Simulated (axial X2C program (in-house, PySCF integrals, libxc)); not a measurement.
# All-electron X2C curves of SbRu

Aim: find the lowest determinant of SbRu, scan the bond at several levels and fit the constants, once spin-free and once with spin–orbit coupling.

Program: an in-house X2C program for linear molecules on PySCF integrals. Level of theory: all-electron X2C, Sb dyall-cv3z, Ru dyall-cv3z. These are calculated values, not measurements.

## 1. The job

task.json

```json
{"zs": [51, 44], "q": 0, "bas": ["dyall-cv3z", "dyall-cv3z"], "levels": ["PBE0", "HF", "BHandHLYP"], "cc": true, "r0": 2.65, "thr": -1.0, "nmax": 90, "npts": 10, "nst": 2, "ntry": 6}
```

Keys: zs atomic numbers; q charge; bas basis sets; levels methods (HF also brings MP2); cc coupled cluster on or off; r0 starting distance in Å; thr threshold in hartree for freezing inner shells (an s shell follows its p shell); nmax most natural virtual spinors; npts points asked for on the curve; nst determinants followed; ntry starts of the search.

Run with:

```
$ python so2c.py task.json out
```

Spin-free means the one-electron spin-free X2C Hamiltonian; two-component (2c) means X2C with spin–orbit coupling and atomic mean-field two-electron Coulomb and Gaunt terms. Basis: Sb dyall-cv3z contracted to [11s12p8d4f1g], Ru dyall-cv3z contracted to [12s12p8d5f3g]; Gaussian nuclei, density fitting. Masses: Sb 120.904 u, Ru 101.904 u.

Notation: σ, π±, δ± give the projection m of an orbital's angular momentum (0, ±1, ±2), α and β its spin, Λ and M_S the sums; ω is the projection of a spinor's total angular momentum and Ω the sum. Logs are in hartree.

The results follow Hamiltonian by Hamiltonian and level by level.

## 2. Which state to follow

PBE0 moves the distance from 2.650 Å to 2.468 Å and compares determinants there.

Spin-free determinants:

```
ΔE (eV)             state                                                     open shells
   0.00  M_S = 5/2, Λ = 0                    beyond closed shells: σα, π+α, π-α, δ+α, δ-α
   0.32  M_S = 3/2, Λ = 1                    beyond closed shells: σα, π-α, δ+α, δ+β, δ-α
   0.32  M_S = 3/2, Λ = 3                    beyond closed shells: σα, π+α, δ+α, δ+β, δ-α
   0.54  M_S = 3/2, Λ = 1                             beyond closed shells: π+α, δ+α, δ-α
   0.73  M_S = 5/2, Λ = 3  beyond closed shells: σα, 2 × π+α, π+β, 2 × π-α, δ+α, δ+β, δ-α
   0.79  M_S = 3/2, Λ = 0                    beyond closed shells: σα, π+β, π-α, δ+α, δ-α
   0.79  M_S = 3/2, Λ = 2                    beyond closed shells: σα, π+α, π+β, δ+α, δ-α
```

Two-component determinants:

```
ΔE (eV)    state                                               open shells
   0.00  Ω = 5/2                             excess of +ω over −ω: ω = 5/2
   0.10  Ω = 7/2                excess of +ω over −ω: 2 × ω = 1/2, ω = 5/2
   0.25  Ω = 3/2                             excess of +ω over −ω: ω = 3/2
   0.35  Ω = 9/2           excess of +ω over −ω: ω = 1/2, ω = 3/2, ω = 5/2
   0.36  Ω = 1/2         excess of +ω over −ω: ω = -1/2, ω = -3/2, ω = 5/2
   0.36  Ω = 1/2  excess of +ω over −ω: 2 × ω = 1/2, 2 × ω = -3/2, ω = 5/2
   0.38  Ω = 3/2          excess of +ω over −ω: ω = 1/2, ω = -3/2, ω = 5/2
```

## 3. PBE0, spin-free

State followed: M_S = 5/2, Λ = 0 (beyond closed shells: σα, π+α, π-α, δ+α, δ-α). The scan is laid around 2.468 Å, a first estimate of the minimum, and this SCF restarts from the orbitals of the search.

Output at 2.468 Å:

```text
spin-free X2C-1e  PBE0
basis functions 274  fitting functions 1321  grid points 5803
iter        total energy     max residual
   1     -11010.595793445     8.24e-06
   2     -11010.595793450     1.37e-05
   3     -11010.595793455     7.82e-06
   4     -11010.595793459     2.96e-06
   5     -11010.595793460     2.99e-06
converged
one-electron -16109.68643724  Coulomb 4924.31682400  exact exchange -75.45131513  xc functional -230.92302608  nuclear repulsion 481.14816098
```

Along the bond, energies from the lowest point:

```csv
R (Å),E (eV),μ (D),HOMO (eV),LUMO (eV),iterations
2.147,1.0911,2.61,-5.25,-3.10,15
2.246,0.4673,2.82,-5.28,-2.99,15
2.320,0.2003,2.94,-5.31,-2.90,15
2.394,0.0555,3.03,-5.34,-2.80,15
2.468,0.0000,3.09,-5.37,-2.72,5
2.554,0.0157,3.13,-5.42,-2.64,14
2.641,0.0908,3.15,-5.46,-2.56,14
2.752,0.2429,3.14,-5.52,-2.47,14
2.888,0.4755,3.10,-5.59,-2.51,14
3.085,0.8467,3.05,-5.67,-2.67,14
```

Dipoles are positive if Ru is the positive end.

Outer orbitals at the reference distance:

| symmetry | occupied | ε (eV) | atomic character |
| --- | --- | --- | --- |
| δ+α | yes | -35.35 | 100% Sb d |
| δ-α | yes | -35.35 | 100% Sb d |
| π-α | yes | -35.24 | 100% Sb d |
| π+α | yes | -35.24 | 100% Sb d |
| σα | yes | -35.24 | 100% Sb d |
| σβ | yes | -35.17 | 100% Sb d |
| π+β | yes | -35.15 | 100% Sb d |
| π-β | yes | -35.15 | 100% Sb d |
| δ-β | yes | -35.14 | 100% Sb d |
| δ+β | yes | -35.14 | 100% Sb d |
| σα | yes | -14.34 | 68% Sb s, 11% Ru p, 11% Ru d |
| σβ | yes | -13.05 | 67% Sb s, 11% Ru p, 11% Ru d |
| δ-α | yes | -9.08 | 100% Ru d |
| δ+α | yes | -9.08 | 100% Ru d |
| σα | yes | -8.40 | 83% Ru d, 9% Sb p, 4% Sb s |
| π-α | yes | -8.38 | 88% Ru d, 10% Sb p |
| π+α | yes | -8.38 | 88% Ru d, 10% Sb p |
| π-β | yes | -6.65 | 86% Ru d, 11% Sb p |
| π+β | yes | -6.65 | 86% Ru d, 11% Sb p |
| σβ | yes | -6.49 | 55% Sb p, 27% Ru d, 9% Ru s |
| σα | yes | -6.45 | 49% Sb p, 44% Ru s, 3% Ru d |
| π-α | yes | -5.37 | 71% Sb p, 13% Ru d, 12% Ru p |
| π+α | yes | -5.37 | 71% Sb p, 13% Ru d, 12% Ru p |
| δ+β | no | -2.72 | 99% Ru d |
| δ-β | no | -2.72 | 99% Ru d |
| σβ | no | -2.71 | 48% Ru d, 40% Ru s, 10% Sb p |
| π+β | no | -2.29 | 65% Sb p, 17% Ru p, 14% Ru d |

PBE0 fields in the half plane through the axis: z from -2.4 to 4.8 Å across, distance from the axis 0.15 to 2.25 Å upwards; Sb lies at z = 0 and Ru at z = 2.468 Å; the ELF is damped to zero where the density is low.

log10 density (e/bohr³). Ten even steps from '0' (-4.23 ) to '9' (1.83 ):
```
0011122222222222221111000
0112222333322222222221100
1122233333333333333222110
1123334444443334443332211
1223344454444444444433211
1233445565544455665443221
2233456777655566776543221
2234456898655567986543221
```

ELF. Ten even steps from '0' (0.00 ) to '9' (0.79 ):
```
0002356665432222212210000
0024678887653333223321000
0146899998765433234332100
0258999988776433234432100
1479997544566433344432100
2589973343356457776421000
2689844898336479689521000
3699836696625373858510000
```

Re = 2.492 Å, ωe = 227.3 cm⁻¹, ωexe = 0.607 cm⁻¹, Be = 0.0491 cm⁻¹, De = 2.09 eV, μ = 3.11 D.

## 4. HF, spin-free

Output at 2.468 Å:

```text
spin-free X2C-1e  HF
basis functions 274  fitting functions 1321  grid points 5803
iter        total energy     max residual
   1     -11006.026712770     3.47e-01
   2     -11006.070200532     7.66e-03
   3     -11006.076373472     5.98e-03
   4     -11006.079443847     4.19e-03
   5     -11006.081165775     3.01e-03
   6     -11006.082245585     7.89e-04
   7     -11006.082350538     5.23e-04
   8     -11006.082380716     1.85e-04
   9     -11006.082386044     8.81e-05
  10     -11006.082386993     5.89e-05
  11     -11006.082387409     4.06e-05
  12     -11006.082387645     1.69e-05
  13     -11006.082387709     1.19e-05
  14     -11006.082387743     6.37e-06
  15     -11006.082387763     2.58e-06
  16     -11006.082387764     9.22e-07
converged
one-electron -16109.22238632  Coulomb 4924.01274047  exact exchange -302.02090289  xc functional 0.00000000  nuclear repulsion 481.14816098
```

Re = 2.695 Å, ωe = 170.0 cm⁻¹, ωexe = 0.392 cm⁻¹, Be = 0.04198 cm⁻¹, De = 0.188 eV, μ = 4.82 D.

## 5. BHandHLYP, spin-free

Output at 2.468 Å:

```text
spin-free X2C-1e  BHandHLYP
basis functions 274  fitting functions 1321  grid points 5803
iter        total energy     max residual
   1     -11011.210141228     1.00e-01
   2     -11011.214343121     2.68e-03
   3     -11011.214920802     2.07e-03
   4     -11011.215144633     2.05e-03
   5     -11011.215348394     8.81e-04
   6     -11011.215554351     5.36e-04
   7     -11011.215606990     1.38e-04
   8     -11011.215611533     5.80e-05
   9     -11011.215612023     2.99e-05
  10     -11011.215612176     1.52e-05
  11     -11011.215612246     9.65e-06
  12     -11011.215612270     1.78e-06
  13     -11011.215612271     7.09e-07
converged
one-electron -16109.94333612  Coulomb 4924.62998744  exact exchange -150.94476530  xc functional -156.10565926  nuclear repulsion 481.14816098
```

Re = 2.566 Å, ωe = 200.0 cm⁻¹, ωexe = 0.525 cm⁻¹, Be = 0.0463 cm⁻¹, De = 1.53 eV, μ = 3.54 D.

## 6. MP2 and beyond, spin-free

Correlated methods: 13 electrons correlated (frozen shells, counted by type: Sb 4 s, 3 p, 2 d; Ru 4 s, 3 p, 1 d), 351 virtual spinors in MP2, 89 natural virtuals in coupled cluster.

Output of the correlated part at 2.468 Å:

```text
correlated 13  virtual 351  natural virtual 89  E(MP2) -0.312413086  MP2 remainder -0.025639312
iter   CCSD correlation   residual
   1     -0.286762949   1.45e-01
   2     -0.294662140   7.16e-02
   3     -0.298772205   4.05e-02
   4     -0.299891046   2.17e-02
   5     -0.300545384   9.95e-03
   6     -0.300644022   3.87e-03
   7     -0.300654762   1.55e-03
   8     -0.300670050   7.45e-04
   9     -0.300662545   3.67e-04
  10     -0.300665199   1.49e-04
  11     -0.300662536   6.65e-05
  12     -0.300662750   3.24e-05
  13     -0.300662406   1.56e-05
  14     -0.300662195   7.91e-06
  15     -0.300662122   3.86e-06
  16     -0.300662068   1.79e-06
  17     -0.300662045   8.90e-07
  18     -0.300662036   4.74e-07
(T) -0.015629165  T1 0.0603  D1 0.1457  max T2 0.064
```

T1 in the output is the amplitude norm over the root of the electron number; divide by √2 for the Lee–Taylor value.

MP2: Re = 2.498 Å, ωe = 220.1 cm⁻¹, Be = 0.04887 cm⁻¹, De = 1.47 eV.

CCSD: Re = 2.535 Å, ωe = 211.8 cm⁻¹, ωexe = 0.553 cm⁻¹, Be = 0.04742 cm⁻¹, De = 1.50 eV. T1 at Re = 0.042 (Lee–Taylor, the printed value over √2).

CCSD(T): Re = 2.518 Å, ωe = 220.2 cm⁻¹, ωexe = 0.618 cm⁻¹, Be = 0.04809 cm⁻¹, De = 1.62 eV. T1 at Re = 0.042 (Lee–Taylor, the printed value over √2).

## 7. A higher determinant, spin-free

State: M_S = 3/2, Λ = 1 (beyond closed shells: σα, π-α, δ+α, δ+β, δ-α).

Output at the reference distance:

```text
spin-free X2C-1e  PBE0
basis functions 274  fitting functions 1321  grid points 5803
iter        total energy     max residual
   1     -11010.583990261     1.14e-05
   2     -11010.583990240     3.11e-05
   3     -11010.583990272     8.39e-06
   4     -11010.583990275     5.13e-06
   5     -11010.583990278     1.51e-06
   6     -11010.583990279     1.43e-06
converged
one-electron -16110.29245597  Coulomb 4924.87822645  exact exchange -75.42582702  xc functional -230.89209473  nuclear repulsion 481.14816098
```

| R (Å) | E above the lowest PBE0 point (eV) |
| --- | --- |
| 2.147 | 0.976 |
| 2.246 | 0.497 |
| 2.320 | 0.333 |
| 2.394 | 0.285 |
| 2.468 | 0.321 |
| 2.554 | 0.437 |
| 2.641 | 0.607 |
| 2.752 | 0.873 |
| 2.888 | 1.222 |

Re = 2.395 Å, ωe = 271.7 cm⁻¹, ωexe = 0.527 cm⁻¹, Be = 0.05314 cm⁻¹, μ = 2.32 D. Te = 0.29 eV. As a difference of two determinants it need not be a gap between pure terms.

## 8. The spin-free curves together

Energy (eV) of the followed determinant, spin-free, from each level's lowest point:

```csv
R (Å),PBE0,HF,MP2,CCSD,CCSD(T),BHandHLYP
2.147,1.091,1.946,1.077,n/a,n/a,1.368
2.246,0.467,1.104,0.465,0.605,0.558,0.678
2.320,0.200,0.681,0.202,0.295,0.258,0.356
2.394,0.055,0.388,0.058,0.112,0.085,0.154
2.468,0.000,0.194,0.000,0.021,0.007,0.044
2.554,0.016,0.060,0.010,0.000,0.000,0.000
2.641,0.091,0.000,0.078,0.042,0.056,0.020
2.752,0.243,0.000,0.220,0.157,0.187,0.109
2.888,0.476,0.078,0.445,n/a,n/a,0.276
3.085,0.847,0.277,0.827,n/a,n/a,0.575
```

(Part 1 of 2 ends here.)
